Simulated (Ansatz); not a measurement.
# CHAlClN: basis-set convergence

How large a basis does CHAlClN need? Two functionals and correlated methods are run in growing sets.

Program: Ansatz 0.2.0, Gaussian basis. Level of theory: one geometry, several basis sets. These are calculated values, not measurements.

The runs, in order: PBE0-D4/def2-SVP; ωB97M-V/def2-SVP; PBE0-D4/def2-QZVPP; ωB97M-V/def2-QZVPP; CCSD(T)/cc-pV(D+d)Z; CCSD(T)/cc-pV(T+d)Z; CCSD(T)/cc-pV(Q+d)Z; the functionals' def2-TZVPP values are taken from earlier runs.

## Step 1: The relaxed structure

The geometry comes from an earlier relaxation with PBE0-D4 in a triple-zeta def2 set; it is a stationary point.

SMILES `N#[C][AlH][Cl]`, 5 atoms, charge 0, spin multiplicity 1.

Atoms are counted from 1 here; the program's logs count them from 0.

Bond lengths: N1–C2 1.154 Å, C2–Al3 1.926 Å, Al3–Cl4 2.075 Å, Al3–H5 1.562 Å. Angles: N1–C2–Al3 178.5°, C2–Al3–Cl4 116.0°, C2–Al3–H5 121.2°, Cl4–Al3–H5 122.8°.

Coordinates:

```xyz
5

N     1.4583   -1.4593    1.2948
C     0.7902   -0.7486    0.6789
Al   -0.2915    0.4743   -0.3425
Cl   -2.0692   -0.2902   -1.0928
H     0.1621    1.9503   -0.5797
```

## Step 2: PBE0-D4 in def2-SVP

File in.yaml:

```yaml
crystal:
  periodic: [false, false, false]
  atoms:
    - {symbol: N, position_ang: [1.458314, -1.459341, 1.294764]}
    - {symbol: C, position_ang: [0.790187, -0.748623, 0.678947]}
    - {symbol: Al, position_ang: [-0.291530, 0.474322, -0.342548]}
    - {symbol: Cl, position_ang: [-2.069164, -0.290215, -1.092813]}
    - {symbol: H, position_ang: [0.162092, 1.950257, -0.579748]}
basis:
  gaussian: {orbitals: def2-SVP}
hamiltonian: {xc: pbe0, dispersion: d4}
output: {orbitals: {seedname: orbitals}}
```

Command:

```bash
$ ansatz run in.yaml --threads 2 --pin off --events-out ev --progress --plain --max-ram 22528MiB --backend cpu
```

Further steps of the session: ωB97M-V in def2-SVP; PBE0-D4 in def2-QZVPP; ωB97M-V in def2-QZVPP; CCSD(T) in cc-pV(D+d)Z; CCSD(T) in cc-pV(T+d)Z; CCSD(T) in cc-pV(Q+d)Z.

Q: Predict the results of all the runs planned. Wanted: MP2 correlation recovered, cc-pV(D+d)Z; MP2 correlation recovered, cc-pV(T+d)Z; MP2 correlation recovered, cc-pV(Q+d)Z; CCSD(T) limit from def2 sets; PBE0-D4: double and triple zeta above quadruple; ωB97M-V: double and triple zeta above quadruple.

The runs gave:

```
                                                                 quantity           value
                                   MP2 correlation recovered, cc-pV(D+d)Z          69.8 %
                                   MP2 correlation recovered, cc-pV(T+d)Z          88.1 %
                                   MP2 correlation recovered, cc-pV(Q+d)Z          95.0 %
CCSD(T) limit from def2 sets (earlier runs) less the limit of this series         -77 meV
                          PBE0-D4: double and triple zeta above quadruple  10.26, 0.70 eV
                          ωB97M-V: double and triple zeta above quadruple  10.26, 0.66 eV
```

What this shows: For PBE0-D4 the step from double to triple zeta gains 9.56 eV and the next only 0.70 eV. Correlation climbs from 70 % (cc-pV(D+d)Z) to 95 % (cc-pV(Q+d)Z) of the limit; Hartree-Fock is 0.102 eV from its own by then. A limit from the def2 sets, made apart, differs by 77 meV, a least measure of the doubt on such a limit. Total energies overstate the basis error of differences, where much of it tends to cancel.
